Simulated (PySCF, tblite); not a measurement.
**C₈H₁₃ClO: geometry, infrared bands and NMR shifts**

What infrared bands and NMR shifts should C₈H₁₃ClO (`CC(C)[C@@]1(C)C[C@@H]1C(=O)Cl`) show?

Computed with tblite 0.8.0 and PySCF 2.14.0, with density-fitted response routines of our own, on a single molecule in the gas phase. Atoms are numbered from 0 throughout.

## (1) The molecule as given

23 atoms, charge 0, multiplicity 1; geometry from: force field or distance geometry start.

Bonds of the start (Å): C0–C1 1.52, C1–C2 1.52, C1–C3 1.54, C3–C4 1.53, C3–C5 1.51, C5–C6 1.52, C6–C7 1.50, C7–O8 1.23, C7–Cl9 1.73, C6–C3 1.53, C0–H10 1.10, C0–H11 1.10, C0–H12 1.09, C1–H13 1.10, C2–H14 1.08, C2–H15 1.11, C2–H16 1.10, C4–H17 1.09, C4–H18 1.09, C4–H19 1.10, C5–H20 1.08, C5–H21 1.09, C6–H22 1.08.

## (2) Optimising the geometry with GFN2-xTB

Job settings and geometry (Å):

```
{"job": {"kind": "relax", "xc": "GFN2-xTB", "basis": "xTB"}, "charge": 0, "multiplicity": 1}
C     -1.367300     1.501900    -0.594800
C     -0.810100     0.118800    -0.884400
C     -1.913800    -0.930400    -0.940300
C      0.279600    -0.262400     0.127300
C     -0.162600    -0.385600     1.586800
C      1.339700    -1.243500    -0.324700
C      1.699500     0.221300    -0.172200
C      2.625900     0.677200     0.917500
O      3.479700    -0.085100     1.360500
Cl     2.316700     2.312100     1.383300
H     -2.068700     1.804500    -1.391100
H     -1.930100     1.531100     0.353700
H     -0.582200     2.253200    -0.529500
H     -0.344200     0.152900    -1.875900
H     -1.519000    -1.919500    -1.116400
H     -2.509900    -0.957900    -0.006200
H     -2.612200    -0.692600    -1.758900
H     -0.503600     0.577700     1.960600
H     -0.977500    -1.102300     1.690000
H      0.654400    -0.725200     2.237900
H      1.287500    -1.639100    -1.323600
H      1.752500    -1.946700     0.395700
H      1.860900     0.766600    -1.085300
```

The run is started by

```bash
$ OMP_NUM_THREADS=1 python probes_run.py task.json out
```

This one command runs all jobs of the session in turn.

**Question.** This job is followed by: GFN2-xTB harmonic vibrations, gas phase; GIAO PBE0/pcSseg-1 NMR shielding, non-relativistic, gas phase. Predict these results of the whole session: strongest single infrared mode (GFN2-xTB); zero-point energy (GFN2-xTB); ¹³C shifts against TMS (PBE0/pcSseg-1); ¹H shifts against TMS (PBE0/pcSseg-1, means over atoms taken as alike); ¹⁷O shifts against H2O (PBE0/pcSseg-1); ³⁵Cl shifts against HCl (PBE0/pcSseg-1); surface potential, 1st and 99th percentile.

The runs gave:

| quantity | value |
| --- | --- |
| strongest single infrared mode (GFN2-xTB) | 1812 cm⁻¹, 374 km/mol |
| zero-point energy (GFN2-xTB) | 120.6 kcal/mol |
| ¹³C shifts against TMS (PBE0/pcSseg-1) | 183.0, 44.3, 42.6, 40.4, 31.1, 21.7, 21.6, 10.5 ppm |
| ¹H shifts against TMS (PBE0/pcSseg-1, means over atoms taken as alike) | 1.96, 1.22, 1.19, 1.18, 1.10, 1.08, 0.75 ppm |
| ¹⁷O shifts against H2O (PBE0/pcSseg-1) | 550.1 ppm |
| ³⁵Cl shifts against HCl (PBE0/pcSseg-1) | 502 ppm |
| surface potential, 1st and 99th percentile | -1.40 V and 1.06 V |

What this shows: Over 85 steps the energy fell by 0.372 eV; of the close pairs, C7–Cl9 changed most, 1.728 to 1.786 Å. No mode is imaginary among the 63: a minimum at this level. The strongest single mode, at 1812 cm⁻¹, moves mainly C7 and O8. Unscaled tight-binding wavenumbers are off by several per cent, some by more. Its intensities can rank the bands wrongly. At PBE0/pcSseg-1: The widest tensor belongs to Cl9: span 914 ppm, with a paramagnetic part of -698 ppm. By nearest atom (PBE0/pcSseg-1), the HOMO sits on O8 37 %; Cl9 18 % and the LUMO on C7 44 %; O8 26 %.
